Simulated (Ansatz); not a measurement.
Write a Python script for Ansatz 0.2.0 through its Python package that makes a rigid scan of one bond angle of BBrFHO, SMILES OB(F)Br. Level of theory (for the species named): PBE, def2-SVP basis, multiplicity 1.

```tsv
atom	x (Å)	y (Å)	z (Å)
O	0.1129	1.0484	0.4565
B	-0.0941	-0.3282	0.1360
F	0.7276	-1.2993	0.7641
Br	-1.4198	-0.9098	-1.1609
H	0.7233	1.4152	-0.2371
```

`run_bend.py`
```python
"""Bending curve of BBrFHO."""

from dataclasses import dataclass

import ansatz as az
from ase import Atoms


@dataclass
class Options:
    basis: str = "def2-SVP"
    xc: str = "pbe"
    force_tol: float = 0.02


settings = Options()

atoms = Atoms(["O", "B", "F", "Br", "H"], positions=[
    [0.1129, 1.0484, 0.4565],
    [-0.0941, -0.3282, 0.136],
    [0.7276, -1.2993, 0.7641],
    [-1.4198, -0.9098, -1.1609],
    [0.7233, 1.4152, -0.2371],
])

# relax first, so that the scan starts from a minimum
first = (
    az.Crystal.molecule_from_ase(atoms).calculation()
    .basis(gaussian=settings.basis)
    .functional(settings.xc)
    .relax(force_tolerance=settings.force_tol, max_steps=80)
)
atoms.positions = first.run(threads=1).report["positions_ang"]

rows = []
for angle in [85, 95, 105, 115, 125, 140, 160]:
    bent = atoms.copy()
    bent.set_angle(1, 0, 4, angle, indices=[4])
    job = (
        az.Crystal.molecule_from_ase(bent).calculation()
        .basis(gaussian=settings.basis)
        .functional(settings.xc)
    )
    rows.append((angle, job.run(threads=1).report["free_energy_ev"]))
floor = min(e for _, e in rows)
for angle, e in rows:
    print(f"angle B1-O0-H4 = {angle:3d} deg   {1000 * (e - floor):9.1f} meV")
```

```console
$ python run_bend.py
angle B1-O0-H4 =  85 deg       442.7 meV
angle B1-O0-H4 =  95 deg       163.6 meV
angle B1-O0-H4 = 105 deg        25.6 meV
angle B1-O0-H4 = 115 deg         0.0 meV
angle B1-O0-H4 = 125 deg        58.2 meV
angle B1-O0-H4 = 140 deg       238.0 meV
angle B1-O0-H4 = 160 deg       503.1 meV
```

The scan is rigid, and the energies are electronic, in a modest basis. The zero is the lowest point of the grid, which needn't be the minimum. Wall time of the script: 36 s on 1 thread of Arm Neoverse V1 (shared host), peak memory 0.21 GiB.
